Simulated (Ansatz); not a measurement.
# AlClFO radical: up Jacob's ladder to CCSD(T)

How much do the methods differ for AlClFO radical? The plan is to run it at one geometry with functionals of several rungs and with coupled cluster, and see how far each lands from CCSD(T) at the basis-set limit for the atomisation energy.

Program: Ansatz 0.2.0, Gaussian basis. Level of theory: functionals in def2-TZVPP, the program's frozen cores in correlated methods. These are calculated values, not measurements.

Levels to be run: LDA (SPW92), PBE-D4, revPBE-D4, BLYP-D4, r2SCAN-D4, B97M-V, PBE0-D4, B3LYP-D4, r2SCANh-D4, r2SCAN0-D4, HSE06-D4, BHLYP-D4, CAM-B3LYP-D4, LC-ωPBE, ωB97X-V, ωB97M-V, B2PLYP, PBE-QIDH; CCSD(T)/def2-SVP; CCSD(T)/def2-TZVPP; MP2/def2-QZVPP; extrapolation to the limit; RPA on PBE.

### 1 Structure used throughout

All runs share one geometry, relaxed beforehand with PBE0-D4 in a triple-zeta def2 set.

SMILES `[O][Al]([F])[Cl]`, 4 atoms, charge 0, spin multiplicity 2.

Atoms are counted from 1 here; the program's logs count them from 0.

Bond lengths: O1–Al2 1.724 Å, Al2–F3 1.632 Å, Al2–Cl4 2.063 Å. Angles: O1–Al2–F3 118.6°, O1–Al2–Cl4 118.4°, F3–Al2–Cl4 122.9°.

### 2 LDA

This LDA is Slater exchange with PW92 correlation.

The input, in.yaml:

```yaml
crystal:
  periodic: [false, false, false]
  atoms:
    - {symbol: O, position_ang: [0.993301, 0.591677, 1.294794]}
    - {symbol: Al, position_ang: [0.061895, -0.095173, 0.016705]}
    - {symbol: F, position_ang: [0.278070, -1.671170, -0.348928]}
    - {symbol: Cl, position_ang: [-1.277666, 1.114366, -0.982870]}
basis:
  gaussian: {orbitals: def2-TZVPP}
magnetization: {spin_polarized: true, initial_magnetization: 1}
hamiltonian: {xc: lda}
output: {orbitals: {seedname: orbitals}}
```

After this run come: PBE-D4 (GGA); revPBE-D4 (GGA); BLYP-D4 (GGA); r2SCAN-D4 (meta-GGA); B97M-V (meta-GGA); PBE0-D4 (hybrid); B3LYP-D4 (hybrid); r2SCANh-D4 (hybrid); r2SCAN0-D4 (hybrid); HSE06-D4 (hybrid); BHLYP-D4 (hybrid); CAM-B3LYP-D4 (range-separated); LC-ωPBE-D4 (range-separated); ωB97X-V (range-separated); ωB97M-V (range-separated); B2PLYP (double hybrid); PBE-QIDH (double hybrid); CCSD(T) in def2-SVP; CCSD(T) in def2-TZVPP; MP2 in def2-QZVPP; RPA on PBE orbitals.

**Question.** What will the summary of the whole plan be? Wanted: atomisation energy, CCSD(T)/CBS; farthest beyond LDA; mean size of error, GGA; mean size of error, meta-GGA; mean size of error, hybrid; mean size of error, range-separated; mean size of error, double hybrid; gap, smallest and largest; T1 diagnostic.

**Answer**, as computed:

| quantity | value |
| --- | --- |
| atomisation energy, CCSD(T)/CBS | 1424.2 kJ/mol |
| functionals within 7.1 kJ/mol (0.5 %) | r2SCANh-D4, ωB97X-V, ωB97M-V |
| farthest beyond LDA | BHLYP-D4 (-85.4 kJ/mol) |
| mean size of error, GGA | 21.4 kJ/mol |
| mean size of error, meta-GGA | 14.0 kJ/mol |
| mean size of error, hybrid | 36.7 kJ/mol |
| mean size of error, range-separated | 8.2 kJ/mol |
| mean size of error, double hybrid | 28.7 kJ/mol |
| gap, smallest and largest | 0.39 eV (LDA (SPW92)), 10.36 eV (LC-ωPBE) |
| T1 diagnostic | 0.0126 |
| triples share of the correlation energy | 3.2 % |

**Reading.** LDA overbinds by 192.6 kJ/mol (14 %). PBE-D4 is off by +13.5 kJ/mol. Double hybrids carry the basis error of their MP2 part in triple zeta, and no dispersion term here, so their miss is partly the set-up's. By mean error the best rung here is range-separated (8.2 kJ/mol) and the worst beyond LDA is hybrid (36.7 kJ/mol). The mean of the hybrids holds BHLYP, with half exact exchange. RPA and LDA stand outside this count. Misses under about 7.1 kJ/mol are within the doubt on the reference itself, which lacks core-valence correlation, relativity and higher excitations. Hartree-Fock recovers 73 % of the binding; the rest is correlation. CCSD(T) in def2-SVP is off by -128.9 kJ/mol, so the small basis spoils what the method gains. The gap grows from 0.4 to 10.4 eV across the functionals, mostly with the share of exact exchange.
